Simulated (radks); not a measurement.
# H inside a hard spherical wall

Aim: energy, levels and pressure of H as a wall, at which all orbitals vanish, closes in. The configuration stays 1s1.

The numbers are computed with radks (a radial shooting solver on a logarithmic mesh, Libxc functionals) version 1 (scalar-relativistic Kohn-Sham, LDA (Slater exchange, Perdew-Wang correlation), spin-unpolarised, spherical densities, point nucleus), except any that are marked as measured or tabulated.

**1. Starting point**

- element: hydrogen (Z = 1)
- charge: 0
- electrons: 1
- configuration: 1s1

Outer shells as boxes (Hund's rule):

H
```
1s [↑ ]
```

**2. The free atom**

The run's settings:

```text
Z 1
configuration 1s1 2s0 2p0
relativity scalar-relativistic
functional lda,pw
spin unpolarised
nucleus point
c 137.035999084
```

**3. Wall at 20 bohr**

Input: that of step 2 with these lines changed.

```diff
@@ -6,2 +6,3 @@
 nucleus point
+wall 20 bohr
 c 137.035999084
```

**4. Wall at 15 bohr**

Input: that of step 3 with these lines changed.

```diff
@@ -6,3 +6,3 @@
 nucleus point
-wall 20 bohr
+wall 15 bohr
 c 137.035999084
```

**5. Wall at 10 bohr**

Input: that of step 4 with these lines changed.

```diff
@@ -6,3 +6,3 @@
 nucleus point
-wall 15 bohr
+wall 10 bohr
 c 137.035999084
```

**6. Wall at 8 bohr**

Input: that of step 5 with these lines changed.

```diff
@@ -6,3 +6,3 @@
 nucleus point
-wall 10 bohr
+wall 8 bohr
 c 137.035999084
```

**7. Wall at 7 bohr**

Input: that of step 6 with these lines changed.

```diff
@@ -6,3 +6,3 @@
 nucleus point
-wall 8 bohr
+wall 7 bohr
 c 137.035999084
```

**8. Wall at 6 bohr**

Input: that of step 7 with these lines changed.

```diff
@@ -6,3 +6,3 @@
 nucleus point
-wall 7 bohr
+wall 6 bohr
 c 137.035999084
```

**9. Wall at 5 bohr**

Input: that of step 8 with these lines changed.

```diff
@@ -6,3 +6,3 @@
 nucleus point
-wall 6 bohr
+wall 5 bohr
 c 137.035999084
```

**10. Wall at 2.5 bohr**

Input: that of step 9 with these lines changed.

```diff
@@ -6,3 +6,3 @@
 nucleus point
-wall 5 bohr
+wall 2.5 bohr
 c 137.035999084
```

**11. Wall at 2 bohr**

Input: that of step 10 with these lines changed.

```diff
@@ -6,3 +6,3 @@
 nucleus point
-wall 2.5 bohr
+wall 2 bohr
 c 137.035999084
```

**12. Wall at 1.5 bohr**

Input: that of step 11 with these lines changed.

```diff
@@ -6,3 +6,3 @@
 nucleus point
-wall 2 bohr
+wall 1.5 bohr
 c 137.035999084
```

**Question.** What will these runs give? Wanted: for each run, R; E − E(free); ε(1s); ε(2s, empty); ε(2p, empty); pressure.

**Answer**, as computed:

```
R (bohr)  E − E(free) (eV)  ε(1s) (eV)  ε(2s, empty) (eV)  ε(2p, empty) (eV)  pressure (GPa)
    free             0.000      -6.353                  -                  -               0
      20             0.000      -6.353              0.165              0.413        < 0.0001
      15             0.000      -6.353              0.366              0.624        < 0.0001
      10             0.000      -6.351              1.226              1.272        0.000310
       8             0.004      -6.332              2.446              2.043         0.00699
       7             0.015      -6.289              3.693              2.776          0.0339
       6             0.054      -6.161              5.892              4.016           0.169
       5             0.198      -5.794             10.053              6.284           0.879
     2.5             5.513       2.285             61.510             33.249             111
       2            11.822      10.309             103.77             55.168             409
     1.5            28.178      29.645             198.24             104.02            2044
```

What this shows: At the tightest wall, 1.5 bohr, the energy stands 28.178 eV above the free atom and the pressure, −dE/dV, is 2044 GPa. Of the levels in the table that exist at both ends, 1s rises most from the free atom (35.998 eV). From R = 2.5 bohr inwards the highest occupied level lies above zero, pushed up by confinement. Shells are not refilled when levels cross, and a hard wall is a model, not a crystal.
